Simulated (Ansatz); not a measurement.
# TiN (Osbornite): the cost of one run

Program: Ansatz 0.2.0. Level of theory: DFT PBEsol, scalar-relativistic, plane waves, PAW. These are calculated values, not measurements.

1 further run of the same task is left out (set aside as unsound or not needed).

## Step 1: Starting point

It takes space group Fm-3m (No. 225, cubic). Conventional cell: a = 4.204 Å, b = 4.204 Å, c = 4.204 Å, α = 90.00°, β = 90.00°, γ = 90.00°. Around Ti (site symmetry m-3m) lie 6 N at 2.10 Å. N (site symmetry m-3m) is surrounded by 6 Ti at 2.10 Å.

Structure file:

```
CELL_PARAMETERS angstrom
0.00000 2.10197 2.10197
2.10197 0.00000 2.10197
2.10197 2.10197 0.00000
ATOMIC_POSITIONS crystal
Ti 0.00000 0.00000 0.00000
N 0.50000 0.50000 0.50000
```

It is the result of an earlier relaxation at this level (volume 9.29 Å³/atom; gap on the mesh: none (metal)).

## Step 2: Bulk reference on the slab's mesh

Contents of input.yaml:

```yaml
crystal:
  lattice:
    - [2.972629346, 0.0, 0.0]
    - [0.0, 2.972629346, 0.0]
    - [1.486314673, 1.486314673, 2.1019663685]
  atoms:
    - { symbol: Ti, position: [0.0, 0.0, 0.0] }
    - { symbol: "N", position: [0.5, 0.5, 0.0] }
basis:
  ecutwfc: 420
kpoints:
  mp_grid: { grid: [12, 12, 16] }
hamiltonian:
  xc: pbesol
scf:
  occupations: { method: gaussian, width: 0.1 }
output:
  forces: true
  stress: true
  eigenvalues: true
```

Started as:

```bash
> ansatz run input.yaml --threads 1 --pin off --max-ram 2560MiB --backend cpu --events-out ev --progress --plain --runs-dir out
```

Q: Estimate wall time and peak memory on 1 thread of AMD EPYC (Zen 3), shared host.

About 21 s, with a peak of 0.45 GiB.
